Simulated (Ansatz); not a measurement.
# AgO radical: a ladder of functionals and wavefunction methods

How much do the methods differ for AgO radical? The plan is to run it at one geometry with functionals of several rungs and with coupled cluster, and see how far each lands from CCSD(T) at the basis-set limit for the atomisation energy.

Computed with Ansatz 0.2.0, Gaussian basis. Level: functionals in def2-TZVPP, the program's frozen cores in correlated methods.

Plan: LDA (SPW92), PBE-D4, revPBE-D4, BLYP-D4, r2SCAN-D4, B97M-V, PBE0-D4, B3LYP-D4, r2SCANh-D4, r2SCAN0-D4, HSE06-D4, BHLYP-D4, CAM-B3LYP-D4, LC-ωPBE, ωB97X-V, ωB97M-V, B2PLYP, PBE-QIDH; CCSD(T)/def2-SVP; CCSD(T)/def2-TZVPP; CCSD(T)/def2-QZVPP; extrapolation to the limit; RPA on PBE.

## Step 1: The geometry

The geometry comes from an earlier relaxation with PBE0-D4 in a triple-zeta def2 set; it is a stationary point. Ag takes the def2 core potential; no spin-orbit term is included.

SMILES `[O][Ag]`, 2 atoms, charge 0, spin multiplicity 2.

Atoms are counted from 1 here; the program's logs count them from 0.

Bond lengths: O1–Ag2 1.997 Å.

Geometry (Å):

```
O     0.8521   -0.2836    0.4369
Ag   -0.8521    0.2836   -0.4369
```

## Step 2: LDA

This LDA is Slater exchange with PW92 correlation.

in.yaml

```yaml
crystal:
  periodic: [false, false, false]
  atoms:
    - {symbol: O, position_ang: [0.852095, -0.283558, 0.436929]}
    - {symbol: Ag, position_ang: [-0.852095, 0.283558, -0.436929]}
basis:
  gaussian: {orbitals: def2-TZVPP}
magnetization: {spin_polarized: true, initial_magnetization: 1}
hamiltonian: {xc: lda}
output: {orbitals: {seedname: orbitals}}
```

Command:

```bash
$ ansatz run in.yaml --threads 2 --pin off --events-out ev --progress --plain --max-ram 32768MiB --backend cpu
```

The runs that follow: PBE-D4 (GGA); revPBE-D4 (GGA); BLYP-D4 (GGA); r2SCAN-D4 (meta-GGA); B97M-V (meta-GGA); B3LYP-D4 (hybrid); r2SCANh-D4 (hybrid); r2SCAN0-D4 (hybrid); HSE06-D4 (hybrid); BHLYP-D4 (hybrid); CAM-B3LYP-D4 (range-separated); LC-ωPBE (range-separated); ωB97X-V (range-separated); ωB97M-V (range-separated); B2PLYP (double hybrid); PBE-QIDH (double hybrid); CCSD(T) in def2-SVP; CCSD(T) in def2-TZVPP; CCSD(T) in def2-QZVPP; RPA on PBE orbitals.

**Question.** What will the summary of the whole plan be? Wanted: atomisation energy, CCSD(T)/CBS; farthest beyond LDA; mean size of error, GGA; mean size of error, meta-GGA; mean size of error, hybrid; mean size of error, range-separated; mean size of error, double hybrid; gap, smallest and largest; T1 diagnostic.

**Answer**, as computed:

| quantity | value |
| --- | --- |
| atomisation energy, CCSD(T)/CBS | 188.7 kJ/mol |
| functionals within 0.9 kJ/mol (0.5 %) | none; nearest B3LYP-D4 (+2.5 kJ/mol) |
| farthest beyond LDA | BHLYP-D4 (-42.8 kJ/mol) |
| mean size of error, GGA | 34.1 kJ/mol |
| mean size of error, meta-GGA | 17.0 kJ/mol |
| mean size of error, hybrid | 13.0 kJ/mol |
| mean size of error, range-separated | 10.3 kJ/mol |
| mean size of error, double hybrid | 16.6 kJ/mol |
| gap, smallest and largest | 0.10 eV (LDA (SPW92)), 8.46 eV (LC-ωPBE) |
| T1 diagnostic | 0.0284 |
| triples share of the correlation energy | 3.1 % |

**Reading.** LDA overbinds by 101.6 kJ/mol (54 %). PBE-D4 is off by +42.4 kJ/mol. Double hybrids carry the basis error of their MP2 part in triple zeta, and no dispersion term here, so their miss is partly the set-up's. By mean error the best rung here is range-separated (10.3 kJ/mol) and the worst beyond LDA is GGA (34.1 kJ/mol). The gap between the best rungs is small, so their order is not settled. RPA and LDA stand outside this count. The reference freezes the cores and leaves out spin-orbit coupling and excitations past (T), so misses under about 0.9 kJ/mol can't be ranked. All levels share the lack of spin-orbit coupling, which lowers the free heavy atoms and so the true binding. Hartree-Fock recovers 5 % of the binding; the rest is correlation. CCSD(T) in def2-SVP is off by -41.8 kJ/mol, which most functionals beat. Orbital gaps span 0.1 to 8.5 eV; exact exchange widens them. Correlated methods include outer-core shells of Ag, which these sets cover unevenly.
